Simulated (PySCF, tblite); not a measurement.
# C6H14BNO: geometry, infrared bands and NMR shifts

What infrared bands and NMR shifts should C6H14BNO (`C#C[B@@H-]([NH2+]C)OC(C)C`) show?

Computed with tblite 0.8.0 and PySCF 2.14.0, with density-fitted response routines of our own, on a single molecule in the gas phase. Atoms count from 0, in the outputs and in this text.

**1. Starting geometry**

23 atoms, charge 0, multiplicity 1; geometry from: force field or distance geometry start.

Bonds of the start (Å): C0–C1 1.18, C1–B2 1.56, B2–N3 1.51, N3–C4 1.48, B2–O5 1.43, O5–C6 1.37, C6–C7 1.52, C6–C8 1.53, C0–H9 1.07, B2–H10 1.19, N3–H11 1.04, N3–H12 1.04, C4–H13 1.10, C4–H14 1.14, C4–H15 1.12, C6–H16 1.10, C7–H17 1.11, C7–H18 1.13, C7–H19 1.10, C8–H20 1.10, C8–H21 1.11, C8–H22 1.10.

**2. Geometry optimisation with GFN2-xTB**

The job: settings as JSON, then the geometry in Å.

```
{"job": {"kind": "relax", "xc": "GFN2-xTB", "basis": "xTB"}, "charge": 0, "multiplicity": 1}
C     -2.100700     2.274200     0.635100
C     -1.512400     1.256200     0.712900
B     -0.729600    -0.089700     0.816500
N     -1.229500    -0.965500    -0.304400
C     -2.673600    -1.133800    -0.045000
O      0.680800     0.131700     0.895600
C      1.399300     0.101900    -0.272800
C      2.445200    -0.991900    -0.133400
C      2.233100     1.377300    -0.429800
H     -2.636900     3.196100     0.574700
H     -1.083800    -0.599400     1.835000
H     -0.811000    -1.913100    -0.356400
H     -1.209400    -0.463200    -1.218000
H     -3.168300    -1.677800    -0.864400
H     -3.077400    -0.076700     0.072400
H     -2.780400    -1.600200     0.964600
H      0.802800    -0.093100    -1.178600
H      3.433700    -0.677200    -0.521100
H      2.600700    -1.119000     0.975600
H      2.121100    -1.971100    -0.515000
H      3.297900     1.172600    -0.244800
H      1.912700     2.119100     0.334800
H      2.080900     1.769600    -1.450700
```

Command:

```sh
> OMP_NUM_THREADS=1 python probes_run.py task.json out
```

One launch serves the whole session: the jobs run in the order shown.

**Question.** This job is followed by: GFN2-xTB harmonic vibrations, gas phase; GIAO PBE0/pcSseg-1 NMR shielding, non-relativistic, gas phase. What will the session give for the following? strongest single infrared mode (GFN2-xTB); zero-point energy (GFN2-xTB); ¹³C shifts against TMS (PBE0/pcSseg-1); ¹H shifts against TMS (PBE0/pcSseg-1, means over atoms taken as alike); ¹¹B shifts against BF3·OEt2 (PBE0/pcSseg-1); ¹⁵N shifts against NH3 (PBE0/pcSseg-1); ¹⁷O shifts against H2O (PBE0/pcSseg-1); surface potential, 1st and 99th percentile.

**Answer**, as computed:

```
                                                              quantity                                               value
                             strongest single infrared mode (GFN2-xTB)                               1020 cm⁻¹, 235 km/mol
                                          zero-point energy (GFN2-xTB)                                      121.6 kcal/mol
                                ¹³C shifts against TMS (PBE0/pcSseg-1)              99.2, 93.6, 70.1, 28.4, 27.7, 27.6 ppm
¹H shifts against TMS (PBE0/pcSseg-1, means over atoms taken as alike)  4.06, 3.25, 2.69, 2.22, 1.94, 1.76, 1.35, 1.08 ppm
                           ¹¹B shifts against BF3·OEt2 (PBE0/pcSseg-1)                                            -4.0 ppm
                                ¹⁵N shifts against NH3 (PBE0/pcSseg-1)                                            64.8 ppm
                                ¹⁷O shifts against H2O (PBE0/pcSseg-1)                                            94.6 ppm
                                 surface potential, 1st and 99th percentile                                  -1.86 V and 2.08 V
```

**Reading.** Over 146 steps the energy fell by 1.353 eV; of the close pairs, B2–N3 changed most, 1.508 to 1.794 Å. All 63 modes are real, so the xTB geometry is a minimum. The strongest single mode, at 1020 cm⁻¹, has its largest shares on H12, H10, H13 and H11 (the list is cut at 4 atoms). Unscaled tight-binding wavenumbers are off by several per cent, some by more. Its intensities can rank the bands wrongly. H16 (hydrogen on an sp3 CH bonded to O) lies farthest downfield among hydrogen, at 4.06 ppm; its carbon carries O, which withdraws density. At PBE0/pcSseg-1: The widest tensor belongs to C1: span 305 ppm, with a paramagnetic part of -175 ppm.
